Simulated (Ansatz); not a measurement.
Consider a check of PAW against all-electron LAPW of YSb, space group Fm-3m (the Ansatz DFT code, driven from Python).

The script, `ysb.py`:
```python
"""Checking the PAW result for YSb with LAPW."""

import logging
import sys

import ansatz
import numpy as np

logging.basicConfig(stream=sys.stdout, format="[%(levelname)s] %(message)s")
log = logging.getLogger("ansatz_job")
log.setLevel(logging.INFO)


def count_gap(report):
    # lowest empty less highest filled band, counting bands; zero where they overlap
    return max(report.get("gap_by_band_count_ev") or 0.0, 0.0)


def main() -> None:
    xtal = (
        ansatz.Lattice.of([0.0, 3.095, 3.095], [3.095, 0.0, 3.095], [3.095, 3.095, 0.0])
        .atom("Y", [0.5, 0.5, 0.5])
        .atom("Sb", [0.0, 0.0, 0.0])
    )

    calculation = (
        xtal.calculation()
        .functional(ansatz.Functional.PBESOL)
        .kpoints(7, 7, 7)
        .occupations("Methfessel-Paxton", width=0.1)
        .stress()
        .forces()
        .band_table()
    )
    variants = {
        "PAW": calculation.pseudopotentials("paw"),
        "LAPW": calculation.pseudopotentials("all_electron", lapw=True),
    }
    # totals differ by the cores that each treatment holds, so compare what does not depend on them
    rows = []
    for label, variant in variants.items():
        report = variant.run(threads=1).report
        levels = np.array(report["eigenvalues_ev"][0]) - report["fermi_energy_ev"]
        print(label, "levels at the first k-point near E_F:", np.round(levels[np.abs(levels) < 5], 3))
        rows.append((label, report["n_electrons"], np.trace(report["stress_gpa"]) / 3, count_gap(report)))
    for row in rows:
        print("; ".join(f"{name} = {round(v, 4) if isinstance(v, float) else v}" for name, v in zip(["treatment", "electrons in bands", "P GPa", "gap by band count eV"], row)))


if __name__ == "__main__":
    main()
```

How well do the two treatments of the cores agree on the pressure?

PAW gives -2.099 GPa and LAPW -2.090 GPa, 0.009 GPa apart. They took 1.2 and 7.3 s of processor time.

The run itself:

```console
$ python ysb.py
DeckWarning: basis.ecutwfc = 420 eV, auto-derived from the records' recommended cutoffs: set by Y (normal level)
PAW levels at the first k-point near E_F: [0.834 0.834 0.834 1.171 1.171 1.171 1.789]
LAPW levels at the first k-point near E_F: [0.834 0.834 0.834 1.171 1.171 1.171 1.789 1.789]
treatment = PAW; electrons in bands = 26.0; P GPa = -2.0992; gap by band count eV = 0.0
treatment = LAPW; electrons in bands = 50.0; P GPa = -2.0904; gap by band count eV = 0.0
```
(Warnings from the package without file and line.)

No spin polarisation was allowed. The computed bands are complete only to about 1.8 eV above the Fermi level. The mesh is modest for a metal, so energies can be off by several to tens of meV an atom and pressures by half a GPa or more; differences at equal mesh fare better. A gap by band count of zero or less means overlapping bands, a metal. Of the deposited cell: the entry's cell lengths or inner coordinates differ somewhat from later room-temperature determinations. The starting cell is as deposited in a crystallographic database; the results hold for this polymorph, which needn't be the stable one. Gaps and levels are Kohn-Sham values on a finite set of k-points, without spin-orbit coupling. Pressure is positive in compression; the treatments may keep other shells as core, so totals and counts of electrons can differ. Run time: 9.4 s on 1 thread of Arm Neoverse V1, on a shared host, peak memory 0.46 GiB.

(A comment or docstring line of the script was reworded after the run, the code is as it ran; lines on the test bed's own set-up are left out of the output.)
